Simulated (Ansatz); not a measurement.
**AlTlS2: how the settings move a single-point run**

How sensitive is a single-point run of AlTlS2 to its settings? A reference run comes first, then six runs with altered input. The cell is built on a prototype (ordering on rocksalt) and needn't be the phase found in nature.

Method: reference: DFT, r2SCAN, plane waves, PAW, in Ansatz 0.2.0.

2 further runs of the same task are left out: 2 for a known fault of the program.

## (1) The structure to begin with

It takes space group P4/mmm (No. 123, tetragonal). Conventional cell: a = 4.005 Å, b = 4.005 Å, c = 5.329 Å, α = 90.00°, β = 90.00°, γ = 90.00°. Around Tl (site symmetry 4/mmm) lie 6 S at 2.66 to 2.83 Å. Around S (site symmetry 4/mmm) lie 2 Tl at 2.66 Å and 4 Al at 2.83 Å. Al (site symmetry 4/mmm) is surrounded by 6 S at 2.66 to 2.83 Å. S (site symmetry 4/mmm) has 2 Al at 2.66 Å and 4 Tl at 2.83 Å as nearest neighbours.

As a file:

```cif
data_structure
_symmetry_space_group_name_H-M 'P4/mmm'
_symmetry_Int_Tables_number 123
_cell_length_a 4.0046
_cell_length_b 4.0046
_cell_length_c 5.3292
_cell_angle_alpha 90.000
_cell_angle_beta 90.000
_cell_angle_gamma 90.000
_cell_volume 85.46
loop_
_atom_site_label
_atom_site_type_symbol
_atom_site_symmetry_multiplicity
_atom_site_Wyckoff_symbol
_atom_site_fract_x
_atom_site_fract_y
_atom_site_fract_z
_atom_site_occupancy
Tl1 Tl 1 a 0.00000 0.00000 0.00000 1
S1 S 1 b 0.00000 0.00000 0.50000 1
Al1 Al 1 d 0.50000 0.50000 0.50000 1
S2 S 1 c 0.50000 0.50000 0.00000 1
```

## (2) Baseline

input.yaml reads:

```yaml
crystal:
  lattice:
    - [4.0045938007, 0.0, 0.0]
    - [0.0, 4.0045938007, 0.0]
    - [0.0, 0.0, 5.3291993313]
  atoms:
    - { symbol: Tl, position: [0.0, 0.0, 0.0] }
    - { symbol: S, position: [0.0, 0.0, 0.5] }
    - { symbol: Al, position: [0.5, 0.5, 0.5] }
    - { symbol: S, position: [0.5, 0.5, 0.0] }
kpoints:
  mp_grid: { grid: [4, 4, 4] }
hamiltonian:
  xc: r2scan
scf:
  occupations: { method: fermi_dirac, width: 0.02 }
  n_extra_bands: 5
output:
  forces: true
  stress: true
  eigenvalues: true
  write_density: true
  write_potential: true
  elf: true
  volumetric_format: npy
```

The run is started by

```sh
$ ansatz run input.yaml --threads 4 --pin off --max-ram 3686MiB --backend cpu --events-out ev --progress --plain --runs-dir out
```

## (3) Changing settings: occupations.method cold, occupations.width 0.2

input.yaml, as its differences from that of step 2:

```diff
@@ -15,3 +15,3 @@
 scf:
-  occupations: { method: fermi_dirac, width: 0.02 }
+  occupations: { method: cold, width: 0.2 }
   n_extra_bands: 5
@@ -21,5 +21 @@
   eigenvalues: true
-  write_density: true
-  write_potential: true
-  elf: true
-  volumetric_format: npy
```

## (4) Changed: ecutrho_ratio 8

input.yaml, as its differences from that of step 2:

```diff
@@ -17,2 +17,3 @@
   n_extra_bands: 5
+  max_iter: 64
 output:
@@ -21,5 +22,3 @@
   eigenvalues: true
-  write_density: true
-  write_potential: true
-  elf: true
-  volumetric_format: npy
+basis:
+  ecutrho_ratio: 8
```

## (5) Variant: ecutwfc 200

input.yaml, as its differences from that of step 2:

```diff
@@ -21,5 +21,3 @@
   eigenvalues: true
-  write_density: true
-  write_potential: true
-  elf: true
-  volumetric_format: npy
+basis:
+  ecutwfc: 200
```

## (6) Variant: occupations.method cold, occupations.width 0.001

input.yaml, as its differences from that of step 2:

```diff
@@ -15,3 +15,3 @@
 scf:
-  occupations: { method: fermi_dirac, width: 0.02 }
+  occupations: { method: cold, width: 0.001 }
   n_extra_bands: 5
@@ -21,5 +21 @@
   eigenvalues: true
-  write_density: true
-  write_potential: true
-  elf: true
-  volumetric_format: npy
```

## (7) Changing settings: mp_grid.grid [8, 8, 1]

input.yaml, as its differences from that of step 2:

```diff
@@ -11,3 +11,3 @@
 kpoints:
-  mp_grid: { grid: [4, 4, 4] }
+  mp_grid: { grid: [8, 8, 1] }
 hamiltonian:
@@ -21,5 +21 @@
   eigenvalues: true
-  write_density: true
-  write_potential: true
-  elf: true
-  volumetric_format: npy
```

## (8) Changing settings: ecutwfc 600

input.yaml, as its differences from that of step 2:

```diff
@@ -21,5 +21,3 @@
   eigenvalues: true
-  write_density: true
-  write_potential: true
-  elf: true
-  volumetric_format: npy
+basis:
+  ecutwfc: 600
```

What does the calculation give? Wanted: for each run, ending; energy change; pressure; gap; force.

**Answer**, as computed:

```tsv
run	ending	energy change	pressure (GPa)	gap (eV)	force (eV/Å)	cycles	time
reference	converged	0	-0.3	0.00	0.00	7	4 s
1: occupations.method cold, occupations.width 0.2	converged	+0.2 meV/atom (σ→0)	-0.2	0.00	0.00	7	3.1 s
2: ecutrho_ratio 8	converged	0.0 meV/atom	-0.3	0.00	0.00	7	4.8 s
3: ecutwfc 200	converged	+1.52 eV/atom	0.6	0.00	0.00	8	1.5 s
4: occupations.method cold, occupations.width 0.001	converged	0.0 meV/atom (σ→0)	-0.3	0.07	0.00	7	3.3 s
5: mp_grid.grid [8, 8, 1]	converged	-496.1 meV/atom	-4.0	0.00	0.00	7	2.9 s
6: ecutwfc 600	converged	-0.4 meV/atom	-0.3	0.00	0.00	7	4.2 s
```

Times don't compare one to one where runs were asked for different outputs or read a saved state (see the inputs); cycles may leave out searches for a lower state.

Residual by cycle in the longest SCF loop of each run; runs are numbered as in the table. The quantity is the density residual dr2, in eV.

```tsv
cycle	reference	run 1	run 2	run 3	run 4	run 5	run 6
1	0.0474	0.0397	0.0474	0.622	0.0485	0.151	0.0474
2	0.00961	0.0121	0.00961	0.0913	0.00976	0.0302	0.0096
3	5.6e-4	7.8e-4	5.6e-4	0.00367	5.6e-4	0.00345	5.5e-4
4	3.2e-5	5.7e-5	3.2e-5	2.8e-4	3.1e-5	2.3e-4	3.2e-5
5	1.3e-6	1.7e-6	1.3e-6	3.4e-5	9.4e-7	2.4e-5	1.3e-6
6	3.0e-7	2.1e-7	3.0e-7	3.3e-6	1.0e-7	1.2e-6	3.0e-7
7	6.1e-9	2.1e-8	6.1e-9	4.1e-7	5.3e-9	4.5e-8	6.0e-9
8	-	-	-	5.2e-9	-	-	-
```

What this shows: Run 3 ran under the cutoff that the potentials recommend, as the log warns, so basis error is mixed into its values, and swamps them where the cutoff is far short. Of the variants the dearest is «ecutrho_ratio 8» (4.8 s), the cheapest «ecutwfc 200» (1.5 s), on a shared host.
